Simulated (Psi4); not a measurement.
# CuNH3Cl (SMILES [NH3+][Cu-][Cl]), step by step, part 3 of 3

Psi4 1.11. The steps go on from the part before.

## (4) A single-point energy at r2SCAN-D4/def2-TZVPP (density fitting) (run 5)

input.inp

```
memory 3.3 GB

molecule {
  N     -0.776582    -0.077131     0.252871
  Cu     1.074281     0.052373    -0.308594
  Cl     3.058546     0.194473    -0.918394
  H     -1.122595    -1.028135     0.173294
  H     -1.376682     0.513385    -0.314272
  H     -0.893777     0.209320     1.219638
  symmetry c1
}

set basis def2-TZVPP
set reference rks
set scf_type df
set dft_radial_points 99
set dft_spherical_points 590

energy_value, wavefunction = energy('r2scan-d4', return_wfn=True)
```

The run is started by

```bash
psi4 -n 2 input.inp input.out
```

input.out:

```text
Psi4 1.11 release

   => Loading Basis Set <=

    Name: DEF2-TZVPP
    Role: ORBITAL
    Keyword: BASIS

   => R2SCAN-D4(BJ,EEQ)ATM: Empirical Dispersion <=

        a1 =       0.515592
        a2 =       5.773429
       alp =      16.000000
        s6 =       1.000000
        s8 =       0.601875
        s9 =       1.000000
        ga =       3.000000
        gc =       2.000000
        wf =       6.000000

         ---------------------------------------------------------
                                   SCF
                              RKS Reference
                        2 Threads,   3147 MiB Core
         ---------------------------------------------------------

  ==> Geometry <==

    Molecular point group: c1
    Full point group: C1

    Geometry (in Angstrom), charge = 0, multiplicity = 1:

       Center              X                  Y                   Z               Mass
    ------------   -----------------  -----------------  -----------------  -----------------
         N           -2.171089516927    -0.152905796137     0.661022482235    14.003074004430
         CU          -0.320226516927    -0.023401796137     0.099557482235    62.929597720000
         CL           1.664038483073     0.118698203863    -0.510242517765    34.968852682000
         H           -2.517102516927    -1.103909796137     0.581445482235     1.007825032230
         H           -2.771189516927     0.437610203863     0.093879482235     1.007825032230
         H           -2.288284516927     0.133545203863     1.627789482235     1.007825032230

  Running in c1 symmetry.

  Rotational constants: A =      6.24379  B =      0.08085  C =      0.08085 [cm^-1]
  Rotational constants: A = 187184.16029  B =   2423.87798  C =   2423.87288 [MHz]
  Nuclear repulsion =  232.843610399301582

  Charge       = 0
  Multiplicity = 1
  Electrons    = 56
  Nalpha       = 28
  Nbeta        = 28

  ==> Algorithm <==

  SCF Algorithm Type is DF.
  DIIS enabled.
  MOM disabled.
  Fractional occupation disabled.
  Guess Type is SAD.
  Energy threshold   = 1.00e-06
  Density threshold  = 1.00e-06
  Integral threshold = 1.00e-12

  ==> Primary Basis <==

  Basis Set: DEF2-TZVPP
    Blend: DEF2-TZVPP
    Number of shells: 61
    Number of basis functions: 179
    Number of Cartesian functions: 209
    Spherical Harmonics?: true
    Max angular momentum: 4

  ==> DFT Potential <==

   => LibXC <=

    Version 7.1.2

   => Composite Functional: R2SCAN-D4BJEEQATM <=

    r2SCAN Meta-GGA XC Functional  (0.1021/acs.jpclett.0c02405)

    Deriv               =              1
    GGA                 =           TRUE
    Meta                =           TRUE

    Exchange Hybrid     =          FALSE
    MP2 Hybrid          =          FALSE

   => Exchange Functionals <=

    1.0000   XC_MGGA_X_R2SCAN

   => Correlation Functionals <=

    1.0000   XC_MGGA_C_R2SCAN

   => LibXC Density Thresholds  <==

    XC_MGGA_C_R2SCAN:  1.00E-15
    XC_MGGA_X_R2SCAN:  1.00E-11

   => Molecular Quadrature <=

    Radial Scheme          =       TREUTLER
    Pruning Scheme         =           NONE
    Nuclear Scheme         =       TREUTLER

    Blocking Scheme        =         OCTREE
    BS radius alpha        =              1
    Pruning alpha          =              1
    Radial Points          =             99
    Spherical Points       =            590
    Total Points           =         334341
    Total Blocks           =           2509
    Max Points             =            256
    Max Functions          =            165
    Weights Tolerance      =       1.00E-15

   => Loading Basis Set <=

    Name: (DEF2-TZVPP AUX)
    Role: JKFIT
    Keyword: DF_BASIS_SCF

  ==> Integral Setup <==

  DFHelper Memory: AOs need 0.127 GiB; user supplied 0.127 GiB.
  SCF_SUBTYPE=INCORE selected. In-core MEM_DF algorithm will be used.
  Using in-core AOs.

  ==> MemDFJK: Density-Fitted J/K Matrices <==

    J tasked:                   Yes
    K tasked:                    No
    wK tasked:                   No
    Memory [MiB]:               130
    Algorithm:                 Core
    Schwarz Cutoff:           1E-12
    Mask sparsity (%):       7.4592
    Fitting Condition:        1E-10

   => Auxiliary Basis Set <=

  Basis Set: (DEF2-TZVPP AUX)
    Blend: DEF2-UNIVERSAL-JKFIT
    Number of shells: 139
    Number of basis functions: 523
    Number of Cartesian functions: 685
    Spherical Harmonics?: true
    Max angular momentum: 6

  Cached 50.0% of DFT collocation blocks in 1.370 [GiB].

  Minimum eigenvalue in the overlap matrix is 7.8635401475E-04.
  Reciprocal condition number of the overlap matrix is 1.0634250401E-04.
    Using symmetric orthogonalization.

  ==> Pre-Iterations <==

  SCF Guess: Superposition of Atomic Densities via on-the-fly atomic UHF (no occupation information).

   -------------------------
    Irrep   Nso     Nmo
   -------------------------
     A        179     179
   -------------------------
    Total     179     179
   -------------------------

  ==> Iterations <==

                           Total Energy        Delta E     RMS |[F,P]|

   @DF-RKS iter SAD: -2155.11073213746567   -2.15511e+03   0.00000e+00
   @DF-RKS iter   1: -2153.52754731588720    1.58318e+00   2.54796e-02 DIIS/ADIIS
   @DF-RKS iter   2: -2111.72451358812532    4.18030e+01   5.35582e-02 DIIS/ADIIS
   @DF-RKS iter   3: -2156.76472316494119   -4.50402e+01   5.93771e-03 DIIS/ADIIS
   @DF-RKS iter   4: -2135.55006977161293    2.12147e+01   4.07857e-02 DIIS/ADIIS
   @DF-RKS iter   5: -2157.05158516793381   -2.15015e+01   4.72109e-03 DIIS/ADIIS
```

It took 2 min on 2 threads of Intel Xeon at 2.50GHz (Skylake/Cascade Lake), shared host.

Time ran out before the run finished.

Runs 6 to 9 aren't shown in full; the table further down has their settings and results.

## (5) The energy at MP2/def2-QZVPP (density fitting, density fitting for correlation) (run 10)

calc.inp

```
memory 3300 mb

molecule {
  0 1
  N     -0.776582    -0.077131     0.252871
  Cu     1.074281     0.052373    -0.308594
  Cl     3.058546     0.194473    -0.918394
  H     -1.122595    -1.028135     0.173294
  H     -1.376682     0.513385    -0.314272
  H     -0.893777     0.209320     1.219638
  symmetry c1
}

set scf_type df
set num_frozen_docc 11

e_tot, wfn = energy("mp2/def2-QZVPP", return_wfn=True)
print_variables()
```

The run is started by

```bash
psi4 calc.inp calc.out -n 2
```

calc.out (excerpt; [...] marks lines left out):

```text
[...]
  Running in c1 symmetry.
[...]
  Nuclear repulsion =  232.843610399301582
[...]
  Multiplicity = 1
[...]
  Nalpha       = 28
  Nbeta        = 28
[...]
    Number of basis functions: 317
[...]
   @DF-RHF iter   1: -2152.10030193019566   -6.45639e-01   1.20152e-02 DIIS/ADIIS
[...]
   @DF-RHF iter  15: -2154.81129111627251   -7.41238e-11   5.13520e-09 DIIS
[...]
  @DF-RHF Final Energy: -2154.81129111627251
   => Energetics <=
    Nuclear Repulsion Energy =            232.8436103993015820
    One-Electron Energy =               -3467.3673790629318319
    Two-Electron Energy =                1079.7124775473578211
    Total Energy =                      -2154.8112911162725140
[...]
```

It took 19 s on 2 threads of Intel Xeon at 2.50GHz (Skylake/Cascade Lake), shared host; peak memory 0.99 GiB.

## (6) All runs side by side

| run | level | geom maxiter | max force g convergence | energy (Eh) | dipole moment (D) | HOMO energy (eV) | LUMO energy (eV) | wall time |
| --- | --- | --- | --- | --- | --- | --- | --- | --- |
| 1 | PBE-D4/def2-SVP (density fitting) | 60 | 0.0005 | -2156.431910 | 8.68 | -4.36 | -1.31 | 64 s |
| 2 | PBE0-D4/def2-TZVP (density fitting) | 50 | 0.0002 | -2156.954673 | 9.02 | -6.54 | -0.81 | 75 s |
| 3 | PBE0-D4/def2-TZVP (density fitting) | – | – | -2156.954673 | 9.02 | – | – | 12 min |
| 4 | PBE-D4/def2-TZVPP (density fitting) | – | – | -2156.923889 | 8.46 | -5.06 | -1.62 | 56 s |
| 5 | r2SCAN-D4/def2-TZVPP (density fitting) | – | – | timeout | – | – | – | 2 min |
| 6 | B3LYP-D4/def2-TZVPP (density fitting) | – | – | -2157.493765 | 8.77 | -6.33 | -1.17 | 42 s |
| 7 | PBE0-D4/def2-TZVPP (density fitting) | – | – | -2156.959592 | 8.90 | -6.58 | -0.81 | 45 s |
| 8 | wB97M-V/def2-TZVPP (density fitting) | – | – | timeout | – | – | – | 2 min |
| 9 | CCSD(T)/def2-TZVPP (density fitting, density fitting for correlation) | – | – | -2156.004823 | – | -9.81 | 1.54 | 13 min |
| 10 | MP2/def2-QZVPP (density fitting, density fitting for correlation) | – | – | -2156.182178 | – | -9.89 | 0.63 | 19 s |

## (7) Outcome

This closing draws on all 3 parts.

| quantity | value |
| --- | --- |
| run 10, MP2/def2-QZVPP: total energy | -2156.18218 Eh |
| run 10, MP2/def2-QZVPP: HOMO energy (Hartree–Fock orbitals) | -9.89 eV |
| run 10, MP2/def2-QZVPP: LUMO energy (Hartree–Fock orbitals) | 0.63 eV |
| run 10, MP2/def2-QZVPP: HOMO–LUMO gap (Hartree–Fock orbitals) | 10.52 eV |
| run 10, MP2/def2-QZVPP: correlation energy (11 core orbitals frozen) | -1370.9 mEh |

What this shows: Over runs 3, 4, 6, 7 the dipole moment (its size) runs from 8.46 D (PBE-D4/def2-TZVPP) to 9.02 D (PBE0-D4/def2-TZVP). The two ends differ in method and basis. Over runs 4, 6, 7 the HOMO–LUMO gap runs from 3.44 eV (PBE-D4/def2-TZVPP) to 5.76 eV (PBE0-D4/def2-TZVPP). Totals of different functionals can't be ranked against each other. All runs together took 34 min, the longest 13 min. 2 of the 10 runs did not end normally.
